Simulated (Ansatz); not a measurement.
**SiGeH5NClF: up Jacob's ladder to CCSD(T)**

Aim: compute SiGeH5NClF with functionals from several rungs and with coupled cluster. The yardstick is the atomisation energy at the CCSD(T) limit.

Program: Ansatz 0.2.0, Gaussian basis. Level of theory: functionals in def2-TZVPP, the program's frozen cores in correlated methods. These are calculated values, not measurements.

Levels to be run: PBE-D4, r2SCAN-D4, PBE0-D4, B3LYP-D4, ωB97X-V, ωB97M-V, B2PLYP; CCSD(T)/def2-TZVPP; MP2/def2-QZVPP; extrapolation to the limit.

### Step 1. The geometry

An earlier PBE0-D4/def2-TZVP relaxation fixed the geometry.

SMILES `N[SiH](Cl)[GeH2][F]`, 10 atoms, charge 0, spin multiplicity 1.

Atoms are counted from 1 here; the program's logs count them from 0.

Bond lengths: N1–Si2 1.697 Å, N1–H6 1.007 Å, N1–H7 1.007 Å, Si2–Cl3 2.081 Å, Si2–Ge4 2.383 Å, Si2–H8 1.480 Å, Ge4–F5 1.751 Å, Ge4–H9 1.540 Å, Ge4–H10 1.537 Å. Angles: Si2–N1–H6 122.0°, Si2–N1–H7 121.2°, H6–N1–H7 111.9°, N1–Si2–Cl3 115.4°, N1–Si2–Ge4 110.3°, N1–Si2–H8 107.9°, Cl3–Si2–Ge4 102.8°, Cl3–Si2–H8 105.9°, Ge4–Si2–H8 114.6°, Si2–Ge4–F5 108.3°, Si2–Ge4–H9 112.7°, Si2–Ge4–H10 113.6°, F5–Ge4–H9 105.4°, F5–Ge4–H10 105.7°, H9–Ge4–H10 110.5°.

### Step 2. PBE-D4 (GGA)

The input, in.yaml:

```yaml
crystal:
  periodic: [false, false, false]
  atoms:
    - {symbol: N, position_ang: [-0.369615, 1.450890, 1.021235]}
    - {symbol: Si, position_ang: [-0.222839, -0.228821, 0.828966]}
    - {symbol: Cl, position_ang: [1.326868, -1.116806, 1.896590]}
    - {symbol: Ge, position_ang: [0.322078, -0.758306, -1.429772]}
    - {symbol: F, position_ang: [-0.969831, -0.177544, -2.458704]}
    - {symbol: H, position_ang: [0.295584, 2.093603, 0.624027]}
    - {symbol: H, position_ang: [-0.844420, 1.846099, 1.816697]}
    - {symbol: H, position_ang: [-1.468454, -0.854272, 1.325132]}
    - {symbol: H, position_ang: [1.591829, -0.037592, -1.920789]}
    - {symbol: H, position_ang: [0.421900, -2.268251, -1.700382]}
basis:
  gaussian: {orbitals: def2-TZVPP}
hamiltonian: {xc: pbe, dispersion: d4}
output: {forces: true, orbitals: {seedname: orbitals}}
```

On the command line:

```bash
$ ansatz run in.yaml --threads 4 --pin off --events-out ev --progress --plain --max-ram 10444MiB
```

After this run come: r2SCAN-D4 (meta-GGA); PBE0-D4 (hybrid); B3LYP-D4 (hybrid); ωB97X-V (range-separated); ωB97M-V (range-separated); B2PLYP (double hybrid); CCSD(T) in def2-TZVPP; MP2 in def2-QZVPP.

Q: Predict the results of all the runs planned. Wanted: atomisation energy, CCSD(T)/CBS; farthest; mean size of error, hybrid; mean size of error, range-separated; gap, smallest and largest; T1 diagnostic; triples share of the correlation energy.

As calculated:

| quantity | value |
| --- | --- |
| atomisation energy, CCSD(T)/CBS | 765.2 kcal/mol |
| functionals within 7.7 kcal/mol (1.0 %) | PBE-D4, r2SCAN-D4, B3LYP-D4, ωB97X-V, ωB97M-V |
| farthest | B2PLYP (-14.8 kcal/mol) |
| mean size of error, hybrid | 8.6 kcal/mol |
| mean size of error, range-separated | 3.3 kcal/mol |
| gap, smallest and largest | 5.27 eV (PBE-D4), 11.78 eV (ωB97X-V) |
| T1 diagnostic | 0.0114 |
| triples share of the correlation energy | 3.5 % |

PBE-D4 is off by +2.7 kcal/mol, about 0.3 kcal/mol a bond. Double hybrids carry the basis error of their MP2 part in triple zeta, and no dispersion term here, so their miss is partly the set-up's. The reference freezes the cores and leaves out relativity and excitations past (T), and its outer-core shells are covered unevenly, so misses under about 7.7 kcal/mol can't be ranked. Hartree-Fock recovers 71 % of the binding; the rest is correlation. The gap grows from 5.3 to 11.8 eV across the functionals, mostly with the share of exact exchange. Correlated methods include outer-core shells of Ge, which these sets cover unevenly.
